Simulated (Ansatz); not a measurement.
# LuTl3: stress in a strained cell

LuTl3 is deformed so: zz strain of -2 %. What stress and forces result, by LAPW, PAW and all-electron datasets made for the crystal?

Method: DFT PBEsol, scalar-relativistic, in Ansatz 0.2.0.

**1. The structure to begin with**

It takes space group Pm-3m (No. 221, cubic). Conventional cell: a = 4.653 Å, b = 4.653 Å, c = 4.653 Å, α = 90.00°, β = 90.00°, γ = 90.00°. Lu (site symmetry m-3m) has 12 Tl at 3.29 Å as nearest neighbours. Tl (site symmetry 4/mmm) is surrounded by 8 Tl at 3.29 Å and 4 Lu at 3.29 Å.

As a file:

```
Lu Tl
1.0
     4.65300    0.00000    0.00000
     0.00000    4.65300    0.00000
     0.00000    0.00000    4.65300
Lu Tl
1 3
Cartesian
  0.0000 0.0000 0.0000
  0.0000 2.3265 2.3265
  2.3265 0.0000 2.3265
  2.3265 2.3265 0.0000
```

Atoms are numbered in the order of the input: Lu1, Tl2, Tl3, Tl4.

**2. The deformed structure**

Space group Pm-3m before, P4/mmm after.

**3. LAPW, all electrons**

input.yaml reads:

```yaml
crystal:
  lattice:
    - [4.653, 0.0, 0.0]
    - [0.0, 4.653, 0.0]
    - [0.0, 0.0, 4.55994]
  atoms:
    - { symbol: Lu, position: [0.0, 0.0, 0.0] }
    - { symbol: Tl, position: [0.0, 0.5, 0.5] }
    - { symbol: Tl, position: [0.5, 0.0, 0.5] }
    - { symbol: Tl, position: [0.5, 0.5, 0.0] }
kpoints:
  mp_grid: { grid: [7, 7, 7] }
  band_path:
    path:
      - [0.0, 0.0, 0.0]
      - [0.0, 0.5, 0.0]
      - [0.5, 0.5, 0.0]
      - [0.0, 0.0, 0.0]
      - [0.0, 0.0, 0.5]
      - [0.0, 0.5, 0.5]
      - [0.5, 0.5, 0.5]
      - [0.0, 0.0, 0.5]
      - [0.0, 0.5, 0.0]
    npoints: 5
scf:
  occupations: { method: fermi_dirac, width: 0.08 }
hamiltonian:
  xc: pbesol
  pseudopotentials: { kind: all_electron, lapw: { basis_error: 0.001 } }
output:
  forces: true
  stress: true
  eigenvalues: true
```

Launch:

```bash
$ ansatz run input.yaml --threads 1 --pin off --max-ram 4096MiB --backend cpu --events-out ev --progress --plain --runs-dir out
```

**4. PAW on the default files**

input.yaml reads:

```yaml
crystal:
  lattice:
    - [4.653, 0.0, 0.0]
    - [0.0, 4.653, 0.0]
    - [0.0, 0.0, 4.55994]
  atoms:
    - { symbol: Lu, position: [0.0, 0.0, 0.0] }
    - { symbol: Tl, position: [0.0, 0.5, 0.5] }
    - { symbol: Tl, position: [0.5, 0.0, 0.5] }
    - { symbol: Tl, position: [0.5, 0.5, 0.0] }
kpoints:
  mp_grid: { grid: [7, 7, 7] }
scf:
  occupations: { method: fermi_dirac, width: 0.08 }
hamiltonian:
  xc: pbesol
  pseudopotentials: { kind: paw }
output:
  forces: true
  stress: true
  eigenvalues: true
  efg: { contact_densities: true }
  write_density: true
  write_potential: true
  elf: true
  volumetric_format: npy
```

**5. All-electron PAW on datasets made for the crystal**

Edit input.yaml of step 4 so:

```diff
@@ -16,3 +16,3 @@
   xc: pbesol
-  pseudopotentials: { kind: paw }
+  pseudopotentials: { kind: all_electron, datasets: crystal }
 output:
@@ -22,5 +22 @@
   efg: { contact_densities: true }
-  write_density: true
-  write_potential: true
-  elf: true
-  volumetric_format: npy
```

(Steps that only read results are left out.)

Q: Predict the outcome of this session. Wanted: pressure; largest shear or deviatoric stress.

The runs gave:

| quantity | value |
| --- | --- |
| pressure | LAPW 0.88, PAW 0.87, crystal datasets 0.88 GPa |
| largest shear or deviatoric stress (LAPW) | 0.24 GPa |

What this shows: The largest part of the stress beyond the pressure is 0.24 GPa in size, in the zz component; the atoms are carried along and not relaxed. No run of the undeformed cell stands beside it, so the pressure holds what the given cell had before the change. PAW: stress within 0.01 GPa of LAPW. Crystal datasets: stress within 0.01 GPa of LAPW. Spin-orbit coupling is left out, though the cell holds Tl; in elements this heavy it can shift bands and gaps by tenths of an eV.
